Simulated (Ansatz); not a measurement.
# ClH₅O₂Si₂: up Jacob's ladder to CCSD(T)

One table from this session's results is given with a row withheld; the runs are named, their logs left out.

Method: functionals in def2-TZVPP, the program's frozen cores in correlated methods; program: Ansatz 0.2.0, Gaussian basis.

Plan: PBE-D4, r2SCAN-D4, PBE0-D4, B3LYP-D4, ωB97X-V, ωB97M-V, B2PLYP; CCSD(T)/def2-TZVPP; MP2/def2-QZVPP; extrapolation to the limit.

### The geometry

The geometry comes from an earlier relaxation with PBE0-D4 in a triple-zeta def2 set; it is a stationary point, not always the lowest conformer.

SMILES `O[SiH](O)[SiH2]Cl`, 10 atoms, charge 0, spin multiplicity 1.

Atoms are counted from 1 here; the program's logs count them from 0.

Bond lengths: O1–Si2 1.636 Å, O1–H6 0.959 Å, Si2–O3 1.645 Å, Si2–Si4 2.343 Å, Si2–H7 1.493 Å, O3–H8 0.959 Å, Si4–Cl5 2.076 Å, Si4–H9 1.485 Å, Si4–H10 1.484 Å. Angles: Si2–O1–H6 118.5°, O1–Si2–O3 108.3°, O1–Si2–Si4 106.4°, O1–Si2–H7 112.0°, O3–Si2–Si4 111.1°, O3–Si2–H7 108.6°, Si4–Si2–H7 110.5°, Si2–O3–H8 117.9°, Si2–Si4–Cl5 104.8°, Si2–Si4–H9 113.9°, Si2–Si4–H10 113.5°, Cl5–Si4–H9 107.3°, Cl5–Si4–H10 107.5°, H9–Si4–H10 109.2°.

The first run:

in.yaml

```yaml
crystal:
  periodic: [false, false, false]
  atoms:
    - {symbol: O, position_ang: [-0.486273, 0.294757, -1.953435]}
    - {symbol: Si, position_ang: [-0.480656, -0.387312, -0.466160]}
    - {symbol: O, position_ang: [0.365576, -1.795741, -0.547445]}
    - {symbol: Si, position_ang: [0.570750, 1.146538, 0.958891]}
    - {symbol: Cl, position_ang: [0.703841, 0.169978, 2.785540]}
    - {symbol: H, position_ang: [-0.830181, -0.215697, -2.688987]}
    - {symbol: H, position_ang: [-1.861177, -0.687523, 0.017161]}
    - {symbol: H, position_ang: [0.273421, -2.416410, 0.177338]}
    - {symbol: H, position_ang: [-0.205374, 2.393393, 1.179318]}
    - {symbol: H, position_ang: [1.950062, 1.498027, 0.537769]}
basis:
  gaussian: {orbitals: def2-TZVPP}
hamiltonian: {xc: pbe, dispersion: d4}
output: {forces: true, orbitals: {seedname: orbitals}}
```

Launch:

```console
> ansatz run in.yaml --threads 2 --pin off --events-out ev --progress --plain --max-ram 22528MiB --backend cpu
```

Steps of the session up to this table: PBE-D4 (GGA); r2SCAN-D4 (meta-GGA); PBE0-D4 (hybrid); B3LYP-D4 (hybrid); ωB97X-V (range-separated); ωB97M-V (range-separated); B2PLYP (double hybrid); CCSD(T) in def2-TZVPP; MP2 in def2-QZVPP.

One of the session's tables, all rows but one given; the rest of the session is left out.

It belongs to the step «Atomisation energies». 

| method | atomisation energy (kJ/mol) |
| --- | --- |
| PBE-D4 | 3475.0 |
| r2SCAN-D4 | 3468.6 |
| PBE0-D4 | 3419.2 |
| B3LYP-D4 | 3439.0 |
| ωB97X-V | 3483.4 |
| ωB97M-V | 3472.5 |
| B2PLYP | 3409.5 |
| HF/def2-TZVPP | 2506.8 |
| MP2/def2-TZVPP | ? |
| CCSD/def2-TZVPP | 3319.4 |
| CCSD(T)/def2-TZVPP | 3368.8 |
| MP2/CBS | 3554.7 |
| CCSD(T)/CBS | 3485.0 |

Estimate the missing values for MP2/def2-TZVPP.

As computed: atomisation energy (kJ/mol): 3438.5. In the column «atomisation energy (kJ/mol)» it lies between PBE0-D4 (3419.2) and B3LYP-D4 (3439.0).
